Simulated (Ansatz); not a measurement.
# GaAsH₄: vertical ionisation energy

The task here is to estimate one member of a computed series from the others.

The runs use Ansatz 0.2.0, Gaussian basis; unrestricted cation, the program's frozen cores in correlated methods.

The runs, in order: UKS PBE-D4/def2-TZVPP; UKS r2SCAN-D4/def2-TZVPP; UKS PBE0-D4/def2-TZVPP; UKS B3LYP-D4/def2-TZVPP; UKS wB97X-V/def2-TZVPP; UKS wB97M-V/def2-TZVPP; UKS B2PLYP/def2-TZVPP; UHF-CCSD(T)/def2-TZVPP; UHF-MP2/def2-QZVPP; extrapolation to the limit; then −ε(HOMO) from the neutral's earlier runs with LDA (SPW92), PBE-D4, revPBE-D4, BLYP-D4, r2SCAN-D4, B97M-V, PBE0-D4, B3LYP-D4, r2SCANh-D4, r2SCAN0-D4, HSE06-D4, BHLYP-D4, CAM-B3LYP-D4, LC-ωPBE, ωB97X-V, ωB97M-V.

**Structure used throughout**

An earlier PBE0-D4 in a triple-zeta def2 set relaxation fixed the geometry.

SMILES `[GaH2][AsH2]`, 6 atoms, charge 0, spin multiplicity 1.

Atoms are counted from 1 here; the program's logs count them from 0.

Bond lengths: Ga1–As2 2.413 Å, Ga1–H3 1.570 Å, Ga1–H4 1.570 Å, As2–H5 1.521 Å, As2–H6 1.521 Å. Angles: As2–Ga1–H3 119.4°, As2–Ga1–H4 119.3°, H3–Ga1–H4 121.1°, Ga1–As2–H5 92.9°, Ga1–As2–H6 92.8°, H5–As2–H6 93.8°.

Set-up of the first run:

Contents of in.yaml:

```yaml
crystal:
  periodic: [false, false, false]
  atoms:
    - {symbol: Ga, position_ang: [-0.387838, -0.930890, -0.200429]}
    - {symbol: As, position_ang: [0.673720, 1.216317, -0.490666]}
    - {symbol: H, position_ang: [0.495710, -2.191731, 0.106259]}
    - {symbol: H, position_ang: [-1.934801, -1.061997, -0.433058]}
    - {symbol: H, position_ang: [1.563546, 1.026114, 0.727561]}
    - {symbol: H, position_ang: [-0.410326, 1.942197, 0.290333]}
basis:
  gaussian: {orbitals: def2-TZVPP}
total_charge: 1
magnetization: {spin_polarized: true, initial_magnetization: 1}
hamiltonian: {xc: pbe, dispersion: d4}
```

The run is started by

```console
$ ansatz run in.yaml --threads 2 --pin off --events-out ev --progress --plain --max-ram 4352MiB
```

Among the steps run: Cation, UKS PBE-D4/def2-TZVPP; Cation, UKS r2SCAN-D4/def2-TZVPP; Cation, UKS PBE0-D4/def2-TZVPP; Cation, UKS B3LYP-D4/def2-TZVPP; Cation, UKS wB97X-V/def2-TZVPP; Cation, UKS wB97M-V/def2-TZVPP; Cation, UKS B2PLYP (frozen core)/def2-TZVPP; Cation, UHF-CCSD(T)/def2-TZVPP; Cation, UHF-MP2/def2-QZVPP.

One of the session's tables, all rows but one given; the rest of the session is left out.

For comparison, −ε(HOMO) of the neutral from earlier runs:

```
  functional  −ε(HOMO) (eV)
 LDA (SPW92)           6.29
      PBE-D4           6.15
   revPBE-D4           6.09
     BLYP-D4           5.98
   r2SCAN-D4              ?
      B97M-V           6.41
     PBE0-D4           7.14
    B3LYP-D4           6.93
  r2SCANh-D4           6.77
  r2SCAN0-D4           7.32
    HSE06-D4           6.76
    BHLYP-D4           7.99
CAM-B3LYP-D4           8.33
     LC-ωPBE           9.62
     ωB97X-V           9.29
     ωB97M-V           9.15
```

**Question.** Estimate the row for r2SCAN-D4.

Worked estimate for «−ε(HOMO) (eV)». Against the share of exact exchange, r2SCANh-D4 (0.1, 6.77), r2SCAN0-D4 (0.25, 7.32) give a slope of 3.67 per unit share; at 0 the line stands at 6.40.

As computed: −ε(HOMO) (eV): 6.40. In «−ε(HOMO) (eV)» the line misses by 0.00.
